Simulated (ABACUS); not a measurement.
# HfB (Fm-3m) in ABACUS: a series of runs

Runs on HfB. Level: PBE. Tasks: equation of state.

Program: ABACUS 3.10.1. These are calculated values, not measurements. Logs are shortened: lines on timing, memory, paths and dates and some standing lists are left out, and cuts for length are marked.

### Step 1. The structure

It takes space group Fm-3m (No. 225, cubic). The conventional cell has a = 4.620 Å, b = 4.620 Å, c = 4.620 Å, α = 90.00°, β = 90.00°, γ = 90.00°. Hf (site symmetry m-3m) has 6 B at 2.31 Å as nearest neighbours. Around B (site symmetry m-3m) lie 6 Hf at 2.31 Å.

### Step 2. Equation of state, PBE, 11.59 Å³/atom (volume scaled by 0.94)

File INPUT:

```
INPUT_PARAMETERS
suffix              HfB
calculation         scf
basis_type          lcao
pseudo_dir          ./
orbital_dir         ./
symmetry            1
dft_functional      pbe
ecutwfc             100
pseudo_rcut         10
nspin               1
nbands              12
ks_solver           genelpa
smearing_method     fd
smearing_sigma      0.00367493
scf_thr             1e-07
scf_nmax            100
mixing_type         broyden
mixing_beta         0.7
cal_force           1
cal_stress          1
out_mul             1
```

File STRU:

```
ATOMIC_SPECIES
Hf 178.4900 Hf.upf
B 10.8100 B.upf

NUMERICAL_ORBITAL
Hf_confined-atom_8au_3s2p2d1f.orb
B_confined-atom_7au_2s2p1d.orb

LATTICE_CONSTANT
1.8897261246

LATTICE_VECTORS
0.0000000000 2.2628439111 2.2628439111
2.2628439111 0.0000000000 2.2628439111
2.2628439111 2.2628439111 0.0000000000

ATOMIC_POSITIONS
Direct

Hf
0.0
1
0.5000000000 0.5000000000 0.5000000000 1 1 1

B
0.0
1
0.0000000000 0.0000000000 0.0000000000 1 1 1
```

File KPT:

```
K_POINTS
0
Gamma
10 10 10 0 0 0
```

Potentials or basis: PseudoDojo NC SR 0.4.1 PBE standard, DZP LCAO (the cutoffs set its grid).

On the command line:

```sh
$ OMP_NUM_THREADS=1 mpirun -np 4 abacus > log
```

running log:

```text
ABACUS v3.10.1

               Atomic-orbital Based Ab-initio Computation at UStc

 ------------------------------------------------------------------------------------

 READING GENERAL INFORMATION
                           global_out_dir = OUT.HfB/
                           global_in_card = INPUT
                               pseudo_dir = ./
                              orbital_dir = ./
                                    DSIZE = 4
                                    GSIZE = 1

 READING UNITCELL INFORMATION
                                    ntype = 2
                  lattice constant (Bohr) = 1.88973
              lattice constant (Angstrom) = 1

 READING ATOM TYPE 1
                               atom label = Hf
                      L=0, number of zeta = 3
                      L=1, number of zeta = 2
                      L=2, number of zeta = 2
                      L=3, number of zeta = 1
             number of atom for this type = 1

 READING ATOM TYPE 2
                               atom label = B
                      L=0, number of zeta = 2
                      L=1, number of zeta = 2
                      L=2, number of zeta = 1
             number of atom for this type = 1

                        TOTAL ATOM NUMBER = 2
DIRECT COORDINATES
    atom                   x                   y                   z     mag                  vx                  vy                  vz
taud_Hf1            0.5000000000        0.5000000000        0.5000000000  0.0000        0.0000000000        0.0000000000        0.0000000000
taud_B1            0.0000000000        0.0000000000        0.0000000000  0.0000        0.0000000000        0.0000000000        0.0000000000

                          Volume (Bohr^3) = 156.383
                             Volume (A^3) = 23.1736

 Lattice vectors: (Cartesian coordinate: in unit of a_0)
                   +0            +2.26284            +2.26284
             +2.26284                  +0            +2.26284
             +2.26284            +2.26284                  +0
 Reciprocal vectors: (Cartesian coordinate: in unit of 2 pi/a_0)
            -0.220961           +0.220961           +0.220961
            +0.220961           -0.220961           +0.220961
            +0.220961           +0.220961           -0.220961
 The esolver type has been set to : ksdft_lcao

                PAO radial cut off (Bohr) = 10

 Read in pseudopotential file is Hf.upf
                     pseudopotential type = NC
          exchange-correlation functional = PBE
                 nonlocal core correction = 1
                        valence electrons = 12
                                     lmax = 3
                           number of zeta = 4
                     number of projectors = 8
[... 201 lines left out ...]
                                BoxNumber = [ 11, 11, 11 ]

 SETUP EXTENDED REAL SPACE GRID FOR GRID INTEGRATION
                          real space grid = [ 40, 40, 40 ]
                 big cell numbers in grid = [ 8, 8, 8 ]
             meshcell numbers in big cell = [ 5, 5, 5 ]
                        extended fft grid = [ 13, 13, 13 ]
                dimension of extened grid = [ 35, 35, 35 ]
                            UnitCellTotal = 125
              Atom number in sub-FFT-grid = 2
    Local orbitals number in sub-FFT-grid = 39
                                ParaV.nnr = 44836
                                 init_chg = atomic

 LCAO ALGORITHM --------------- ION=   1  ELEC=   1--------------------------------

 Density error is 0.102314526341
----------------------------------------------------------
     Energy           Rydberg                 eV
----------------------------------------------------------
 E_KohnSham     -118.6533863651      -1614.3621415614
 E_Harris       -119.9379456510      -1631.8394672679
 E_Fermi        1.1414563147         15.5303098981
----------------------------------------------------------
[... 69 lines left out ...]
 Density error is 2.31623138303e-08
----------------------------------------------------------
     Energy           Rydberg                 eV
----------------------------------------------------------
 E_KohnSham     -118.7116559605      -1615.1549400780
 E_KS(sigma->0) -118.7113449387      -1615.1507084096
 E_Harris       -118.7116560318      -1615.1549410480
 E_band         -5.2031996533        -70.7931631163
 E_one_elec     -8.8096360901        -119.8612481316
 E_Hartree      12.5934982480        171.3433339259
 E_xc           -31.2979424339       -425.8303527767
 E_Ewald        -91.1969536410       -1240.7982097589
 E_entropy(-TS) -0.0006220436        -0.0084633368
 E_descf        0.0000000000         0.0000000000
 E_exx          0.0000000000         0.0000000000
 E_Fermi        1.1668259071         15.8754809105
----------------------------------------------------------

 charge density convergence is achieved
 final etot is -1615.1549401 eV
 EFERMI = 15.875480911 eV

 STATE ENERGY(eV) AND OCCUPATIONS    NSPIN == 1
 1/47 kpoint (Cartesian) = 0.0000 0.0000 0.0000 (671 pws)
       1       -43.5896     0.00200000
       2       -12.0892     0.00200000
       3       -12.0892     0.00200000
       4       -12.0892     0.00200000
       5        6.13420     0.00200000
       6        18.1511    3.42897e-23
       7        18.1511    3.42897e-23
       8        18.1511    3.42897e-23
       9        20.0707    7.28096e-40
      10        20.0707    7.28096e-40
      11        20.0707    7.28096e-40
      12        20.3539    2.52115e-42
[... 57 lines left out ...]
 6/47 kpoint (Cartesian) = 0.11048 0.11048 0.11048 (666 pws)
       1       -43.5283     0.00800000
       2       -13.0034     0.00800000
       3       -12.1853     0.00800000
       4       -12.1853     0.00800000
       5        10.6658     0.00800000
       6        12.0999     0.00800000
       7        14.3712     0.00800000
       8        14.3712     0.00800000
       9        22.8702    1.40411e-63
      10        22.8702    1.40411e-63
      11        24.0654    5.83649e-74
      12        24.7691    4.51189e-80

[... levels at 41 further k points ...]

 correction force for each atom along direction 1 is 4.76248e-15
 correction force for each atom along direction 2 is 6.28379e-15
 correction force for each atom along direction 3 is 1.02205e-14
------------------------------------------------------------------------------------------
 TOTAL-FORCE (eV/Angstrom)
------------------------------------------------------------------------------------------
                       Hf1         0.0000000000         0.0000000000         0.0000000000
                        B1         0.0000000000         0.0000000000         0.0000000000
------------------------------------------------------------------------------------------

----------------------------------------------------------------
 TOTAL-STRESS (KBAR)
----------------------------------------------------------------
       509.4516837428        -0.0000000000         0.0000000000
        -0.0000000000       509.4516837428         0.0000000000
        -0.0000000000         0.0000000000       509.4516837428
----------------------------------------------------------------
 TOTAL-PRESSURE: 509.451684 KBAR

 --------------------------------------------
 !FINAL_ETOT_IS -1615.1549400780179440 eV
 --------------------------------------------
```

stdout:

```text
ABACUS v3.10.1

               Atomic-orbital Based Ab-initio Computation at UStc

%%%%%%%%%%%%%%%%%%%%%%%%%%%%%%%%%%%%%%%%%%%%%%%%%%%%%%%%%%%%%%%%%%%%%%%%%%%%%%%%%%%%%%%%%%%%%%%%%%%%%%%%%
 Warning: the number of valence electrons in pseudopotential > 4 for Hf: [Xe] 4f14 5d2 6s2
[... 34 lines left out ...]
 TOTAL-STRESS (KBAR)
----------------------------------------------------------------
       509.4516837428        -0.0000000000         0.0000000000
        -0.0000000000       509.4516837428         0.0000000000
        -0.0000000000         0.0000000000       509.4516837428
----------------------------------------------------------------
 TOTAL-PRESSURE: 509.451684 KBAR
```

mulliken.txt:

```text
 0
CALCULATE THE MULLIkEN ANALYSIS FOR EACH ATOM
 Total charge:	15
Decomposed Mulliken populations
[... 55 lines left out ...]
px                                     1             -0.0200
py                                     1              0.0001
SUM OVER M                                           -0.0689
SUM OVER M+Zeta                                       1.9216

dz^2                                   0              0.0405
dxz                                    0              0.0151
dyz                                    0              0.0422
dx^2-y^2                               0              0.0236
dxy                                    0              0.1062
SUM OVER M                                            0.2276
SUM OVER M+Zeta                                       0.2276

SUM OVER M+Zeta+L                                     3.8481

Total Charge on atom:                  B              3.8481
```

It took 8 s on 4 MPI ranks of AMD EPYC 7B13 (Zen 3), shared host; peak memory 0.48 GiB.

Results:

```
Free energy            : -1615.1549 eV
Pressure               : 50.9 GPa
Band gap on the k mesh : none (metal or under the smearing width)
Mulliken charges       : Hf +0.85; B -0.85 e
```

Caveat: the atomic orbitals were generated for these runs and aren't a published set; Mulliken charges move with the basis; the basis of atomic orbitals isn't converged, which shifts pressures, moduli and gaps.

### Step 3. Equation of state, PBE, 11.83 Å³/atom (volume scaled by 0.96)

INPUT is that of step 2.

STRU, as its differences from that of step 2:

```diff
@@ -12,5 +12,5 @@
 LATTICE_VECTORS
-0.0000000000 2.2628439111 2.2628439111
-2.2628439111 0.0000000000 2.2628439111
-2.2628439111 2.2628439111 0.0000000000
+0.0000000000 2.2787799567 2.2787799567
+2.2787799567 0.0000000000 2.2787799567
+2.2787799567 2.2787799567 0.0000000000
```

KPT is that of step 2.

Potentials or basis: PseudoDojo NC SR 0.4.1 PBE standard, DZP LCAO (the cutoffs set its grid).

On the command line:

```sh
$ OMP_NUM_THREADS=1 mpirun -np 4 abacus > log
```

Wall time 7.2 s (4 MPI ranks of AMD EPYC 7B13 (Zen 3), shared host); peak memory 0.44 GiB.

It converged, with:

```yaml
Free_energy: -1615.3007 eV
Pressure: 43.9 GPa
Band_gap_on_the_k_mesh: none (metal or under the smearing width)
Mulliken_charges: Hf +0.84; B -0.84 e
```

Caveat: the atomic orbitals were generated for these runs and aren't a published set; Mulliken charges move with the basis; the basis of atomic orbitals isn't converged, which shifts pressures, moduli and gaps.

### Step 4. Equation of state, PBE, 12.08 Å³/atom (volume scaled by 0.98)

INPUT is that of step 3.

STRU, as its differences from that of step 3:

```diff
@@ -12,5 +12,5 @@
 LATTICE_VECTORS
-0.0000000000 2.2787799567 2.2787799567
-2.2787799567 0.0000000000 2.2787799567
-2.2787799567 2.2787799567 0.0000000000
+0.0000000000 2.2944961772 2.2944961772
+2.2944961772 0.0000000000 2.2944961772
+2.2944961772 2.2944961772 0.0000000000
```

KPT is that of step 3.

On the command line:

```sh
$ OMP_NUM_THREADS=1 mpirun -np 4 abacus > log
```

Run time: 7.1 s. Hardware: 4 MPI ranks of AMD EPYC 7B13 (Zen 3), shared host; peak memory 0.44 GiB.

It converged, with:

- Free energy: -1615.4257 eV
- Pressure: 37.4 GPa
- Band gap on the k mesh: none (metal or under the smearing width)
- Mulliken charges: Hf +0.82; B -0.82 e

Caveat: the atomic orbitals were generated for these runs and aren't a published set; Mulliken charges move with the basis; the basis of atomic orbitals isn't converged, which shifts pressures, moduli and gaps.

### Step 5. Equation of state, PBE, 12.33 Å³/atom

INPUT is that of step 4.

STRU, as its differences from that of step 4:

```diff
@@ -12,5 +12,5 @@
 LATTICE_VECTORS
-0.0000000000 2.2944961772 2.2944961772
-2.2944961772 0.0000000000 2.2944961772
-2.2944961772 2.2944961772 0.0000000000
+0.0000000000 2.3100000000 2.3100000000
+2.3100000000 0.0000000000 2.3100000000
+2.3100000000 2.3100000000 0.0000000000
```

KPT is that of step 4.

On the command line:

```sh
$ OMP_NUM_THREADS=1 mpirun -np 4 abacus > log
```

It took 6.8 s on 4 MPI ranks of AMD EPYC 7B13 (Zen 3), shared host; peak memory 0.44 GiB.

It converged, with:

* Free energy: -1615.5317 eV
* Pressure: 31.5 GPa
* Band gap on the k mesh: none (metal or under the smearing width)
* Mulliken charges: Hf +0.81; B -0.81 e

Caveat: the atomic orbitals were generated for these runs and aren't a published set; Mulliken charges move with the basis; the basis of atomic orbitals isn't converged, which shifts pressures, moduli and gaps.

### Step 6. Equation of state, PBE, 12.57 Å³/atom (volume scaled by 1.02)

INPUT is that of step 5.

STRU, as its differences from that of step 5:

```diff
@@ -12,5 +12,5 @@
 LATTICE_VECTORS
-0.0000000000 2.3100000000 2.3100000000
-2.3100000000 0.0000000000 2.3100000000
-2.3100000000 2.3100000000 0.0000000000
+0.0000000000 2.3252984591 2.3252984591
+2.3252984591 0.0000000000 2.3252984591
+2.3252984591 2.3252984591 0.0000000000
```

KPT is that of step 5.

Potentials or basis: PseudoDojo NC SR 0.4.1 PBE standard, DZP LCAO (the cutoffs set its grid).

On the command line:

```sh
$ OMP_NUM_THREADS=1 mpirun -np 4 abacus > log
```

Wall time 6.6 s (4 MPI ranks of AMD EPYC 7B13 (Zen 3), shared host); peak memory 0.44 GiB.

Results (log left out):

* Free energy: -1615.6204 eV
* Pressure: 26.2 GPa
* Band gap on the k mesh: none (metal or under the smearing width)
* Mulliken charges: Hf +0.80; B -0.80 e

Caveat: the atomic orbitals were generated for these runs and aren't a published set; Mulliken charges move with the basis; the basis of atomic orbitals isn't converged, which shifts pressures, moduli and gaps.

### Step 7. Equation of state, PBE, 12.82 Å³/atom (volume scaled by 1.04)

INPUT is that of step 6.

STRU, as its differences from that of step 6:

```diff
@@ -12,5 +12,5 @@
 LATTICE_VECTORS
-0.0000000000 2.3252984591 2.3252984591
-2.3252984591 0.0000000000 2.3252984591
-2.3252984591 2.3252984591 0.0000000000
+0.0000000000 2.3403982228 2.3403982228
+2.3403982228 0.0000000000 2.3403982228
+2.3403982228 2.3403982228 0.0000000000
```

KPT is that of step 6.

On the command line:

```sh
$ OMP_NUM_THREADS=1 mpirun -np 4 abacus > log
```

Run time: 6.7 s. Hardware: 4 MPI ranks of AMD EPYC 7B13 (Zen 3), shared host; peak memory 0.44 GiB.

The run converged. Its results:

```
Free energy            : -1615.6931 eV
Pressure               : 21.2 GPa
Band gap on the k mesh : none (metal or under the smearing width)
Mulliken charges       : Hf +0.79; B -0.79 e
```

Caveat: the atomic orbitals were generated for these runs and aren't a published set; Mulliken charges move with the basis; the basis of atomic orbitals isn't converged, which shifts pressures, moduli and gaps.

### Step 8. Equation of state, PBE, 13.07 Å³/atom (volume scaled by 1.06)

INPUT is that of step 7.

STRU, as its differences from that of step 7:

```diff
@@ -12,5 +12,5 @@
 LATTICE_VECTORS
-0.0000000000 2.3403982228 2.3403982228
-2.3403982228 0.0000000000 2.3403982228
-2.3403982228 2.3403982228 0.0000000000
+0.0000000000 2.3553056198 2.3553056198
+2.3553056198 0.0000000000 2.3553056198
+2.3553056198 2.3553056198 0.0000000000
```

KPT is that of step 7.

On the command line:

```sh
$ OMP_NUM_THREADS=1 mpirun -np 4 abacus > log
```

It took 8.7 s on 4 MPI ranks of AMD EPYC 7B13 (Zen 3), shared host; peak memory 0.44 GiB.

It converged, with:

* Free energy: -1615.7514 eV
* Pressure: 16.7 GPa
* Band gap on the k mesh: none (metal or under the smearing width)
* Mulliken charges: Hf +0.78; B -0.78 e

Caveat: the atomic orbitals were generated for these runs and aren't a published set; Mulliken charges move with the basis; the basis of atomic orbitals isn't converged, which shifts pressures, moduli and gaps.

### Step 9. Equation of state, PBE

Potentials or basis: PseudoDojo NC SR 0.4.1 PBE standard, DZP LCAO (the cutoffs set its grid).

No new run: the results of the series are fitted here.

What came out:

| Quantity | Value |
| --- | --- |
| Equilibrium volume | 14.22 Å³/atom (rough: see the caveat) |
| Bulk modulus | 168 GPa (rough) |

Energy against volume, from the lowest point:
```csv
volume (Å³/atom),energy (meV/atom)
11.587,298.23
11.833,225.36
12.080,162.86
12.326,109.84
12.573,65.50
12.819,29.12
13.066,0.00
```

Caveat: the atomic orbitals were generated for these runs and aren't a published set; the minimum lies outside the volumes run; the basis of atomic orbitals isn't converged, which shifts pressures, moduli and gaps. Spin-orbit coupling is left out, which matters for the levels of Hf.
